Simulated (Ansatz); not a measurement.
# C₄H₁₄N₃OTa: small, medium and large basis sets

One table from this session's results is given with a row withheld; the runs are named, their logs left out.

Method: one geometry, several basis sets; program: Ansatz 0.2.0, Gaussian basis.

Plan: PBE0-D4/def2-SVP; ωB97M-V/def2-SVP; PBE0-D4/def2-QZVPP; ωB97M-V/def2-QZVPP; the functionals' def2-TZVPP values are taken from earlier runs.

## The relaxed structure

The geometry comes from an earlier relaxation with PBE0-D4 in a triple-zeta def2 set; it is a stationary point, not always the lowest conformer. Ta takes the def2 core potential; no spin-orbit term is included.

23 atoms, charge 0, spin multiplicity 1.

Atoms are counted from 1 here; the program's logs count them from 0.

Bond lengths: C1–C2 1.529 Å, C1–H10 1.092 Å, C1–H11 1.092 Å, C1–H12 1.093 Å, C2–C3 1.529 Å, C2–C4 1.528 Å, C2–N5 1.430 Å, C3–H13 1.092 Å, C3–H14 1.093 Å, C3–H15 1.092 Å, C4–H16 1.093 Å, C4–H17 1.092 Å, C4–H18 1.092 Å, N5–Ta6 1.769 Å, Ta6–N7 1.997 Å, Ta6–N8 1.997 Å, Ta6–O9 1.925 Å, N7–H19 1.007 Å and more. Angles: C2–C1–H10 110.2°, C2–C1–H11 110.3°, C2–C1–H12 110.9°, H10–C1–H11 108.3°, H10–C1–H12 108.5°, H11–C1–H12 108.5°, C1–C2–C3 109.8°, C1–C2–C4 109.8°, C1–C2–N5 109.0°, C3–C2–C4 109.8°, C3–C2–N5 108.9°, C4–C2–N5 109.5°, C2–C3–H13 110.3°, C2–C3–H14 110.9°, C2–C3–H15 110.2°, H13–C3–H14 108.5°, H13–C3–H15 108.3°, H14–C3–H15 108.5° and more.

The first run:

Input file in.yaml:

```yaml
crystal:
  periodic: [false, false, false]
  atoms:
    - {symbol: C, position_ang: [1.852754, 0.162086, -1.231205]}
    - {symbol: C, position_ang: [0.954241, 0.755944, -0.146326]}
    - {symbol: C, position_ang: [1.709735, 0.804771, 1.181820]}
    - {symbol: C, position_ang: [0.520741, 2.165711, -0.547481]}
    - {symbol: N, position_ang: [-0.200553, -0.074274, 0.006436]}
    - {symbol: Ta, position_ang: [-1.692813, -1.011687, 0.165781]}
    - {symbol: N, position_ang: [-1.507988, -2.517524, -1.132602]}
    - {symbol: N, position_ang: [-1.732509, -1.615764, 2.068674]}
    - {symbol: O, position_ang: [-3.293036, -0.016435, -0.227084]}
    - {symbol: H, position_ang: [2.159865, -0.849246, -0.955855]}
    - {symbol: H, position_ang: [1.316246, 0.111669, -2.181326]}
    - {symbol: H, position_ang: [2.749914, 0.771311, -1.371194]}
    - {symbol: H, position_ang: [1.070542, 1.217008, 1.965797]}
    - {symbol: H, position_ang: [2.603812, 1.428820, 1.099221]}
    - {symbol: H, position_ang: [2.014740, -0.200624, 1.480215]}
    - {symbol: H, position_ang: [1.387130, 2.821350, -0.670723]}
    - {symbol: H, position_ang: [-0.130537, 2.593423, 0.218132]}
    - {symbol: H, position_ang: [-0.029086, 2.138305, -1.491008]}
    - {symbol: H, position_ang: [-0.691946, -2.716086, -1.688944]}
    - {symbol: H, position_ang: [-2.209739, -3.226927, -1.289972]}
    - {symbol: H, position_ang: [-1.003016, -1.466517, 2.747197]}
    - {symbol: H, position_ang: [-2.473769, -2.165747, 2.479207]}
    - {symbol: H, position_ang: [-3.469724, 0.883529, -0.493358]}
basis:
  gaussian: {orbitals: def2-SVP}
hamiltonian: {xc: pbe0, dispersion: d4}
output: {orbitals: {seedname: orbitals}}
```

Steps of the session up to this table: PBE0-D4 in def2-SVP; ωB97M-V in def2-SVP; PBE0-D4 in def2-QZVPP; ωB97M-V in def2-QZVPP.

One of the session's tables, all rows but one given; the rest of the session is left out.

It belongs to the step «Density functionals: the series». 

```
functional       basis  HOMO (eV)  LUMO (eV)
   PBE0-D4    def2-SVP          ?          ?
   PBE0-D4  def2-TZVPP      -6.81       0.18
   PBE0-D4  def2-QZVPP      -6.85      -0.17
   ωB97M-V    def2-SVP      -9.03       1.72
   ωB97M-V  def2-TZVPP      -9.10       1.39
   ωB97M-V  def2-QZVPP      -9.14       0.74
```

**Question.** Estimate the row for PBE0-D4, def2-SVP.

As computed: HOMO (eV): -6.72; LUMO (eV): 0.44. In the column «HOMO (eV)» it is the highest.
